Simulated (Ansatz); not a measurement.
## B2Cl2H3 (charge -1), SMILES [BH3-]B(Cl)Cl: a single point from an input written key by key, step by step

With Ansatz's Python interface.

Run as a notebook:

In [1]:
```python
import ansatz as az
import numpy as np
```

In [2]:
```python
deck = {
    "crystal": {
        "periodic": [False, False, False],
        "atoms": [
            {"symbol": "B", "position_ang": [-0.7878, -0.1769, -0.002]},
            {"symbol": "B", "position_ang": [0.8397, 0.1854, 0.0019]},
            {"symbol": "Cl", "position_ang": [2.0911, -1.1623, -0.1253]},
            {"symbol": "Cl", "position_ang": [1.3899, 1.9393, 0.1337]},
            {"symbol": "H", "position_ang": [-1.2812, 0.2071, 1.0118]},
            {"symbol": "H", "position_ang": [-0.9405, -1.3547, -0.0939]},
            {"symbol": "H", "position_ang": [-1.3111, 0.3621, -0.9262]},
        ],
    },
    "total_charge": -1,
    "basis": {"gaussian": {"orbitals": "def2-SVP"}},
    "hamiltonian": {"xc": "pbe0"},
    "output": {"forces": True},
    "accuracy": "medium",
    "scf": {"lower_state_search": "standard"},
}
session = az.Session.from_dict(deck)
report = session.plan(threads=1).execute().report
```

In [3]:
```python
print("reference energy %16.6f eV" % report["reference_energy_ev"])
print("total energy     %16.6f eV" % report["free_energy_ev"])
print("occupied orbitals outside the frozen core (up, down):", report["n_occupied"], " frozen:", report["n_frozen"], " virtual:", report["n_virtual"])
symbols = ["B", "B", "Cl", "Cl", "H", "H", "H"]
```
```text
reference energy    -26430.442467 eV
total energy        -26430.442467 eV
occupied orbitals outside the frozen core (up, down): [24, 24]  frozen: 0  virtual: [55, 55]
```

In [4]:
```python
forces = np.array(report["forces_ev_ang"])
print("largest force", round(float(np.linalg.norm(forces, axis=1).max()), 4), "eV/A, rms", round(float(np.sqrt((forces ** 2).mean())), 4))
charges = report["charge_distribution"]
dipole = np.array(charges["dipole_moment_e_ang"]) * 4.803205
print("dipole (D): {:.3f} {:.3f} {:.3f}, length {:.3f}".format(*dipole, np.linalg.norm(dipole)))
print("atom  Mulliken   Lowdin")
for symbol, m, l in zip(symbols, charges["mulliken_charges_e"], charges["lowdin_charges_e"]):
    print(f"{symbol:4s} {m:9.3f} {l:8.3f}")
```
```text
largest force 1.1937 eV/A, rms 0.5735
dipole (D): 5.923 1.433 0.023, length 6.094
atom  Mulliken   Lowdin
B       -0.303   -0.699
B        0.074   -0.590
Cl      -0.247    0.171
Cl      -0.246    0.171
H       -0.090   -0.009
H       -0.098   -0.035
H       -0.090   -0.009
```

Notes:
- These settings explore the input space; basis and method may be short of convergence.
- The geometry is a force-field or estimated start, not a minimum of this method, and the basis set is short of its limit.
- The Löwdin charges here are taken after orthogonalising the functions within each atom; they differ from plain Löwdin charges, and their signs can be unphysical.
- An ion's dipole depends on the origin; the program takes it about the centre of nuclear charge.
- Anions want diffuse functions, which this basis lacks.
- Timing: 2.9 s on 1 thread of Arm Neoverse V1, on a shared host, peak memory 0.2 GiB.

(Lines on the test bed's own set-up are left out of the output.)
